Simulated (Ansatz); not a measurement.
# BFH₄OSSi: a ladder of functionals and wavefunction methods

How much do the methods differ for BFH₄OSSi? The plan is to run it at one geometry with functionals of several rungs and with coupled cluster, and see how far each lands from CCSD(T) at the basis-set limit for the atomisation energy.

The runs use Ansatz 0.2.0, Gaussian basis; functionals in def2-TZVPP, the program's frozen cores in correlated methods.

The runs, in order: PBE-D4, r2SCAN-D4, PBE0-D4, B3LYP-D4, ωB97X-V, ωB97M-V, B2PLYP; CCSD(T)/def2-TZVPP; CCSD(T)/def2-QZVPP; extrapolation to the limit.

## (1) Structure used throughout

The geometry comes from an earlier relaxation with PBE0-D4 in a triple-zeta def2 set; it is a stationary point, not always the lowest conformer.

9 atoms, charge 0, spin multiplicity 1.

Atoms are counted from 1 here; the program's logs count them from 0.

Bond lengths: F1–B2 1.328 Å, B2–S3 1.819 Å, B2–O4 1.343 Å, S3–H6 1.342 Å, O4–Si5 1.653 Å, Si5–H7 1.481 Å, Si5–H8 1.485 Å, Si5–H9 1.481 Å. Angles: F1–B2–S3 119.5°, F1–B2–O4 118.4°, S3–B2–O4 122.1°, B2–S3–H6 94.8°, B2–O4–Si5 138.3°, O4–Si5–H7 107.9°, O4–Si5–H8 110.1°, O4–Si5–H9 107.9°, H7–Si5–H8 110.3°, H7–Si5–H9 110.4°, H8–Si5–H9 110.3°.

## (2) PBE-D4 (GGA)

in.yaml reads:

```yaml
crystal:
  periodic: [false, false, false]
  atoms:
    - {symbol: F, position_ang: [-2.250320, -1.080725, 0.206526]}
    - {symbol: B, position_ang: [-1.082598, -0.470842, 0.374595]}
    - {symbol: S, position_ang: [-0.585606, 0.067108, 2.039837]}
    - {symbol: O, position_ang: [-0.304991, -0.272412, -0.702294]}
    - {symbol: Si, position_ang: [1.165916, 0.393504, -1.056094]}
    - {symbol: H, position_ang: [-1.699278, -0.381918, 2.638869]}
    - {symbol: H, position_ang: [2.012906, -0.664949, -1.652166]}
    - {symbol: H, position_ang: [1.796773, 0.921726, 0.179520]}
    - {symbol: H, position_ang: [0.947208, 1.488509, -2.028793]}
basis:
  gaussian: {orbitals: def2-TZVPP}
hamiltonian: {xc: pbe, dispersion: d4}
output: {forces: true, orbitals: {seedname: orbitals}}
```

Launch:

```bash
ansatz run in.yaml --threads 2 --pin off --events-out ev --progress --plain --max-ram 22528MiB --backend cpu
```

The runs that follow: r2SCAN-D4 (meta-GGA); PBE0-D4 (hybrid); B3LYP-D4 (hybrid); ωB97X-V (range-separated); ωB97M-V (range-separated); B2PLYP (double hybrid); CCSD(T) in def2-TZVPP; CCSD(T) in def2-QZVPP.

**Question.** What will the summary of the whole plan be? Wanted: atomisation energy, CCSD(T)/CBS; farthest; mean size of error, hybrid; mean size of error, range-separated; gap, smallest and largest; T1 diagnostic; triples share of the correlation energy.

**Answer**, as computed:

```
                               quantity                                 value
        atomisation energy, CCSD(T)/CBS                         3403.2 kJ/mol
 functionals within 17.0 kJ/mol (0.5 %)            B3LYP-D4, ωB97X-V, ωB97M-V
                               farthest                 B2PLYP (-39.2 kJ/mol)
             mean size of error, hybrid                           20.2 kJ/mol
    mean size of error, range-separated                           14.1 kJ/mol
              gap, smallest and largest  5.63 eV (PBE-D4), 12.17 eV (ωB97X-V)
                          T1 diagnostic                                0.0126
triples share of the correlation energy                                 3.5 %
```

**Reading.** PBE-D4 misses by +30.3 kJ/mol. Double hybrids carry the basis error of their MP2 part in triple zeta, and no dispersion term here, so their miss is partly the set-up's. The reference freezes the cores and leaves out relativity and excitations past (T), so misses under about 17.0 kJ/mol can't be ranked. Hartree-Fock recovers 75 % of the binding; the rest is correlation. Orbital gaps span 5.6 to 12.2 eV; exact exchange widens them.
